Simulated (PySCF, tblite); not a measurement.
**C₅H₁₀BFS: geometry, infrared bands and NMR shifts**

Aim: predict the infrared bands and NMR shifts of C₅H₁₀BFS (`CCB[C@@H]1CS[C@H]1F`).

The runs use tblite 0.8.0 and PySCF 2.14.0, with density-fitted response routines of our own; the level of theory stands in each step. All values are computed, except where a source is named. Atoms are numbered from 0 throughout.

## (1) The molecule as given

18 atoms, charge 0, multiplicity 1; geometry from: force field or distance geometry start.

Bonds of the start (Å): C0–C1 1.54, C1–B2 1.59, B2–C3 1.59, C3–C4 1.51, C4–S5 1.83, S5–C6 1.82, C6–F7 1.37, C6–C3 1.52, C0–H8 1.11, C0–H9 1.10, C0–H10 1.11, C1–H11 1.12, C1–H12 1.10, B2–H13 1.18, C3–H14 1.11, C4–H15 1.10, C4–H16 1.09, C6–H17 1.10.

## (2) Optimising the geometry with GFN2-xTB

The job: settings as JSON, then the geometry in Å.

```
{"job": {"kind": "relax", "xc": "GFN2-xTB", "basis": "xTB"}, "charge": 0, "multiplicity": 1}
C      2.715900    -0.174000     0.205900
C      1.502700     0.461300    -0.501300
B      0.262200    -0.532300    -0.495200
C     -0.971700    -0.073000     0.394700
C     -2.182500    -0.969600     0.365800
S     -3.150600     0.504700     0.841900
C     -1.820100     0.968300    -0.314800
F     -1.284200     2.220900    -0.143600
H      2.428200    -0.471500     1.234300
H      3.130500    -1.009900    -0.382600
H      3.447600     0.656900     0.309300
H      1.240500     1.372000     0.089800
H      1.762000     0.790500    -1.513700
H      0.443500    -1.682400    -0.704200
H     -0.647100     0.273200     1.399100
H     -2.525800    -1.284700    -0.631300
H     -2.238200    -1.711900     1.163400
H     -2.121600     0.667800    -1.329000
```

On the command line:

```
> OMP_NUM_THREADS=1 python probes_run.py task.json out
```

The driver reads the jobs from task.json and runs them one after another.

**Question.** This job is followed by: GFN2-xTB harmonic vibrations, gas phase; GIAO PBE0/pcSseg-1 NMR shielding, non-relativistic, gas phase. Predict these results of the whole session: strongest single infrared mode (GFN2-xTB); zero-point energy (GFN2-xTB); 13C shifts against TMS (PBE0/pcSseg-1); 1H shifts against TMS (PBE0/pcSseg-1, means over atoms taken as alike); 11B shifts against BF3·OEt2 (PBE0/pcSseg-1); 33S shifts against CS2 (PBE0/pcSseg-1); 19F shifts against CFCl3 (PBE0/pcSseg-1); surface potential, 1st and 99th percentile.

As calculated:

```
                                                              quantity                                               value
                             strongest single infrared mode (GFN2-xTB)                               1035 cm⁻¹, 119 km/mol
                                          zero-point energy (GFN2-xTB)                                       88.5 kcal/mol
                                13C shifts against TMS (PBE0/pcSseg-1)                   103.3, 56.6, 24.8, 23.8, 13.3 ppm
1H shifts against TMS (PBE0/pcSseg-1, means over atoms taken as alike)  7.53, 6.42, 3.53, 3.25, 3.09, 1.85, 1.29, 1.14 ppm
                           11B shifts against BF3·OEt2 (PBE0/pcSseg-1)                                            89.5 ppm
                                33S shifts against CS2 (PBE0/pcSseg-1)                                              73 ppm
                              19F shifts against CFCl3 (PBE0/pcSseg-1)                                          -145.2 ppm
                                 surface potential, 1st and 99th percentile                                  -1.07 V and 1.59 V
```

What this shows: Over 137 steps the energy fell by 1.081 eV; of the close pairs, C3–C4 changed most, 1.507 to 1.541 Å. All 48 modes are real, so the xTB geometry is a minimum. The strongest single mode, at 1035 cm⁻¹, has its largest shares on C6, F7 and H13 (the list is cut at 3 atoms). GFN2-xTB is a fitted tight-binding method: band positions and strengths are rough. Its intensities can rank the bands wrongly. The most deshielded carbon is C6 (sp3 CH bonded to F and S), at 103.3 ppm: deshielded by the electronegative neighbour. At PBE0/pcSseg-1: The largest span, 582 ppm, is at S5, where the paramagnetic term is -624 ppm. At PBE0/pcSseg-1, counted by nearest atom on the grid, the HOMO lies on S5 80 %, the LUMO on B2 52 %; H13 15 %.
